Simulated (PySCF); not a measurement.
# InF (SMILES [F][In]): B2PLYP/STO-6G

Aim: the vertical ionisation energy of InF at B2PLYP/STO-6G, from 2 runs. Input form: a Python script.

The calculation is run with PySCF 2.14.0.

11 further runs of the same task are left out: 5 that didn't finish, 6 set aside as unsound or not needed.

**1. The system as given**

InF: 2 atoms, total charge 0, spin state singlet. As SMILES, `[F][In]`. The coordinates come from a PBE0-D4/def2-TZVP relaxation.

Bond lengths: F1–In2 1.994 Å.

**2. A single-point energy at B2PLYP/STO-6G**

Contents of input.py:

```python
from pyscf import gto, dft, mp

mol = gto.M(
    atom=[
    ('F', (0.000000, 0.000000, 0.015910)),
    ('In', (-0.000000, -0.000000, 2.009580)),
],
    max_memory=1860,
    basis='sto-6g',
    verbose=3,
)

calc0 = dft.RKS(mol, xc='0.53*HF + 0.47*B88, 0.73*LYP')
calc0.conv_tol = 1e-10
calc0.grids.level = 5
calc0.kernel()
if not calc0.converged:
    calc0 = calc0.newton().run(calc0.mo_coeff, calc0.mo_occ)

pt = mp.MP2(calc0, frozen=19).run()
etot = calc0.e_tot + 0.27 * pt.e_corr
print('PT2 part  %.8f' % (0.27 * pt.e_corr))
print('E = %.10f Eh' % etot)
```

Command:

```console
$ OMP_NUM_THREADS=1 python input.py
```

Log:

```text
converged SCF energy = -5813.39673323446
E(RMP2) = -5813.48915167907  E_corr = -0.092418444609484
E(SCS-RMP2) = -5813.48925170887  E_corr = -0.0925184744168615
PT2 part  -0.02495298
E = -5813.4216862145 Eh
```

It took 4.2 s on 1 thread of Arm Neoverse V1, shared host; peak memory 0.23 GiB.

**3. The doublet cation, same level**

Contents of input.py:

```python
from pyscf import gto, dft, mp

mol = gto.Mole()
mol.atom = '''
F      0.000000     0.000000     0.030066
In     0.000000     0.000000     3.797556
'''
mol.max_memory = 1860
mol.charge = 1
mol.unit = 'bohr'
mol.spin = 1
mol.verbose = 4
mol.basis = 'sto-6g'
mol.build()

mf = dft.UKS(mol, xc='0.53*HF + 0.47*B88, 0.73*LYP')
mf.conv_tol = 1e-10
mf.grids.level = 5
mf.kernel()
if not mf.converged:
    mf = mf.newton().run(mf.mo_coeff, mf.mo_occ)

pt = mp.MP2(mf, frozen=19).run()
e_tot = mf.e_tot + 0.27 * pt.e_corr
print('PT2 part  %.8f' % (0.27 * pt.e_corr))
print('Final energy', e_tot)
```

Command:

```console
$ OMP_NUM_THREADS=1 python input.py
```

Log:

```text
PySCF version 2.14.0

[INPUT] num. atoms = 2
[INPUT] num. electrons = 57
[INPUT] charge = 1
[INPUT] spin (= nelec alpha-beta = 2S) = 1
[INPUT] symmetry False subgroup None
[INPUT] Mole.unit = bohr
[INPUT] Symbol           X                Y                Z      unit          X                Y                Z       unit  Magmom
[INPUT]  1 F      0.000000000000   0.000000000000   0.015910242024 AA    0.000000000000   0.000000000000   0.030066000000 Bohr   0.0
[INPUT]  2 In     0.000000000000   0.000000000000   2.009580092393 AA    0.000000000000   0.000000000000   3.797556000000 Bohr   0.0

nuclear repulsion = 117.054059864791
number of shells = 14
number of NR pGTOs = 192
number of NR cGTOs = 32
basis = sto-6g
ecp = {}

******** <class 'pyscf.dft.uks.UKS'> ********
method = UKS
initial guess = minao
damping factor = 0
level_shift factor = 0
DIIS = <class 'pyscf.scf.diis.CDIIS'>
diis_start_cycle = 1
diis_space = 8
diis_damp = 0
SCF conv_tol = 1e-10
SCF conv_tol_grad = None
SCF max_cycles = 50
direct_scf = True
direct_scf_tol = 1e-13
number electrons alpha = 29  beta = 28
XC library pyscf.dft.libxc version 7.0.0
    S. Lehtola, C. Steigemann, M. J.T. Oliveira, and M. A.L. Marques.,  SoftwareX 7, 1–5 (2018)
XC functionals = 0.53*HF + 0.47*B88, 0.73*LYP
    A. D. Becke.,  Phys. Rev. A 38, 3098 (1988)
    C. Lee, W. Yang, and R. G. Parr.,  Phys. Rev. B 37, 785 (1988)
    B. Miehlich, A. Savin, H. Stoll, and H. Preuss.,  Chem. Phys. Lett. 157, 200 (1989)
radial grids:
    Treutler-Ahlrichs [JCP 102, 346 (1995); DOI:10.1063/1.469408] (M4) radial grids

becke partition: Becke, JCP 88, 2547 (1988); DOI:10.1063/1.454033
pruning grids: <function nwchem_prune>
grids dens level: 5
symmetrized grids: False
atomic radii adjust function: <function treutler_atomic_radii_adjust>
small_rho_cutoff = 0
Set gradient conv threshold to 1e-05
tot grids = 91208
init E= -5800.31680967685
[... the frontier-level lines of each cycle are left out ...]


cycle= 1 E= -5813.119631444  delta_E= -12.8  |g|= 0.284  |ddm|= 1.38
cycle= 2 E= -5812.4166047766  delta_E= 0.703  |g|= 1.23  |ddm|= 1.66
cycle= 3 E= -5813.20097566407  delta_E= -0.784  |g|= 0.118  |ddm|= 1.05
cycle= 4 E= -5813.21390325845  delta_E= -0.0129  |g|= 0.0205  |ddm|= 0.224
cycle= 5 E= -5813.21445826099  delta_E= -0.000555  |g|= 0.00689  |ddm|= 0.0411
cycle= 6 E= -5813.21468311455  delta_E= -0.000225  |g|= 0.00321  |ddm|= 0.0443
cycle= 7 E= -5813.21479240233  delta_E= -0.000109  |g|= 0.00118  |ddm|= 0.0544
cycle= 8 E= -5813.21479617166  delta_E= -3.77e-06  |g|= 0.000188  |ddm|= 0.00863
cycle= 9 E= -5813.21479628022  delta_E= -1.09e-07  |g|= 7.35e-05  |ddm|= 0.00118
cycle= 10 E= -5813.21479628856  delta_E= -8.34e-09  |g|= 5.38e-06  |ddm|= 0.000299
cycle= 11 E= -5813.21479628868  delta_E= -1.21e-10  |g|= 1.26e-06  |ddm|= 3.25e-05
cycle= 12 E= -5813.21479628869  delta_E= -9.09e-12  |g|= 2.13e-07  |ddm|= 1.52e-05
Extra cycle  E= -5813.21479628868  delta_E= 3.64e-12  |g|= 2.24e-07  |ddm|= 7.5e-07
converged SCF energy = -5813.21479628868  <S^2> = 0.77022888  2S+1 = 2.0201276

******** <class 'pyscf.mp.ump2.UMP2'> ********
nocc = (np.int64(10), np.int64(9)), nmo = (13, 13)
frozen orbitals 19
E(UMP2) = -5813.29338847728  E_corr = -0.0785921885922449
E(SCS-UMP2) = -5813.29226009881  E_corr = -0.0774638101260055
E_corr(same-spin) = -0.0194386340592558
E_corr(oppo-spin) = -0.0591535545329891
PT2 part  -0.02121989
Final energy -5813.236016179604
```

It took 6.9 s on 1 thread of Arm Neoverse V1, shared host; peak memory 0.23 GiB.

**4. What came out**

At B2PLYP/STO-6G, 19 core orbitals frozen:

| quantity | value |
| --- | --- |
| singlet InF: total energy | -5813.42169 Eh |
| singlet InF: dipole moment (SCF part) | 0.46 D |
| singlet InF: HOMO energy (SCF part's orbitals) | -3.12 eV |
| singlet InF: LUMO energy (SCF part's orbitals) | 4.05 eV |
| singlet InF: HOMO–LUMO gap (SCF part's orbitals) | 7.16 eV |
| doublet cation: total energy | -5813.23602 Eh |
| doublet cation: HOMO energy (SCF part's orbitals) (highest over α and β) | -12.51 eV |
| doublet cation: LUMO energy (SCF part's orbitals) (lowest over α and β) | -6.78 eV |
| doublet cation: ⟨S²⟩ | 0.770 |
| vertical ionisation energy (to the doublet cation) | 5.052 eV |

Removing an electron at fixed nuclei costs 5.05 eV (117 kcal/mol). −ε(HOMO) before ionisation, 3.12 eV, is 1.94 eV below this ionisation energy. In a minimal basis such a difference can be off by several eV, whatever the method. Relativity is left out (singlet InF) although the molecule holds a heavy atom. Relativity is left out (doublet cation) although the molecule holds a heavy atom.
